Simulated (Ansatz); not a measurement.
# C₂H₈GeO₂Si: one species, many methods

How much do the methods differ for C₂H₈GeO₂Si? The plan is to run it at one geometry with functionals of several rungs and with coupled cluster, and see how far each lands from CCSD(T) at the basis-set limit for the atomisation energy.

The runs use Ansatz 0.2.0, Gaussian basis; functionals in def2-TZVPP, the program's frozen cores in correlated methods.

The runs, in order: PBE-D4, r2SCAN-D4, PBE0-D4, B3LYP-D4, ωB97X-V, ωB97M-V, B2PLYP; CCSD(T)/def2-TZVPP; MP2/def2-QZVPP; extrapolation to the limit.

## 1. The relaxed structure

An earlier PBE0-D4 in a triple-zeta def2 set relaxation fixed the geometry.

SMILES `O[SiH2]/C=[CH]\[GeH2][OH]`, 14 atoms, charge 0, spin multiplicity 1.

Atoms are counted from 1 here; the program's logs count them from 0.

Bond lengths: O1–Si2 1.654 Å, O1–H7 0.957 Å, Si2–C3 1.850 Å, Si2–H8 1.491 Å, Si2–H9 1.488 Å, C3–C4 1.335 Å, C3–H10 1.092 Å, C4–Ge5 1.955 Å, C4–H11 1.091 Å, Ge5–O6 1.795 Å, Ge5–H12 1.529 Å, Ge5–H13 1.541 Å, O6–H14 0.959 Å. Angles: Si2–O1–H7 118.6°, O1–Si2–C3 105.4°, O1–Si2–H8 110.0°, O1–Si2–H9 111.2°, C3–Si2–H8 112.2°, C3–Si2–H9 110.3°, H8–Si2–H9 107.8°, Si2–C3–C4 124.3°, Si2–C3–H10 117.6°, C4–C3–H10 118.1°, C3–C4–Ge5 129.3°, C3–C4–H11 118.6°, Ge5–C4–H11 112.1°, C4–Ge5–O6 104.4°, C4–Ge5–H12 114.3°, C4–Ge5–H13 112.9°, O6–Ge5–H12 103.1°, O6–Ge5–H13 107.5° and more.

## 2. PBE-D4 (GGA)

File in.yaml:

```yaml
crystal:
  periodic: [false, false, false]
  atoms:
    - {symbol: O, position_ang: [-0.945487, 0.684928, 1.507809]}
    - {symbol: Si, position_ang: [-0.647844, 1.909154, 0.436170]}
    - {symbol: C, position_ang: [-0.072625, 1.076211, -1.112490]}
    - {symbol: C, position_ang: [0.242500, -0.218186, -1.198043]}
    - {symbol: Ge, position_ang: [0.251058, -1.585859, 0.199210]}
    - {symbol: O, position_ang: [0.960129, -3.031221, -0.594280]}
    - {symbol: H, position_ang: [-0.763622, 0.833902, 2.435659]}
    - {symbol: H, position_ang: [0.379926, 2.835513, 0.991733]}
    - {symbol: H, position_ang: [-1.877774, 2.703021, 0.170406]}
    - {symbol: H, position_ang: [-0.008724, 1.682006, -2.018388]}
    - {symbol: H, position_ang: [0.548244, -0.618602, -2.166269]}
    - {symbol: H, position_ang: [-1.138623, -2.067629, 0.617703]}
    - {symbol: H, position_ang: [1.157430, -1.219703, 1.390802]}
    - {symbol: H, position_ang: [1.915421, -2.983536, -0.660013]}
basis:
  gaussian: {orbitals: def2-TZVPP}
hamiltonian: {xc: pbe, dispersion: d4}
output: {forces: true, orbitals: {seedname: orbitals}}
```

Launch:

```console
$ ansatz run in.yaml --threads 2 --pin off --events-out ev --progress --plain --max-ram 22528MiB --backend cuda --devices 0, --max-vram 18GiB
```

After this run come: r2SCAN-D4 (meta-GGA); PBE0-D4 (hybrid); B3LYP-D4 (hybrid); ωB97X-V (range-separated); ωB97M-V (range-separated); B2PLYP (double hybrid); CCSD(T) in def2-TZVPP; MP2 in def2-QZVPP.

**Question.** What will the summary of the whole plan be? Wanted: atomisation energy, CCSD(T)/CBS; farthest; mean size of error, hybrid; mean size of error, range-separated; gap, smallest and largest; T1 diagnostic; triples share of the correlation energy.

The runs gave:

| quantity | value |
| --- | --- |
| atomisation energy, CCSD(T)/CBS | 5107.0 kJ/mol |
| functionals within 51.1 kJ/mol (1.0 %) | PBE-D4, r2SCAN-D4, B3LYP-D4, ωB97X-V, ωB97M-V |
| farthest | B2PLYP (-85.5 kJ/mol) |
| mean size of error, hybrid | 50.4 kJ/mol |
| mean size of error, range-separated | 14.9 kJ/mol |
| gap, smallest and largest | 4.48 eV (PBE-D4), 11.46 eV (ωB97X-V) |
| T1 diagnostic | 0.0119 |
| triples share of the correlation energy | 3.8 % |

PBE-D4 is off by +31.3 kJ/mol. Double hybrids carry the basis error of their MP2 part in triple zeta, and no dispersion term here, so their miss is partly the set-up's. The reference freezes the cores and leaves out relativity and excitations past (T), and its outer-core shells are covered unevenly, so misses under about 51.1 kJ/mol can't be ranked. Hartree-Fock recovers 72 % of the binding; the rest is correlation. The gap grows from 4.5 to 11.5 eV across the functionals, mostly with the share of exact exchange. Correlated methods include outer-core shells of Ge, which these sets cover unevenly.
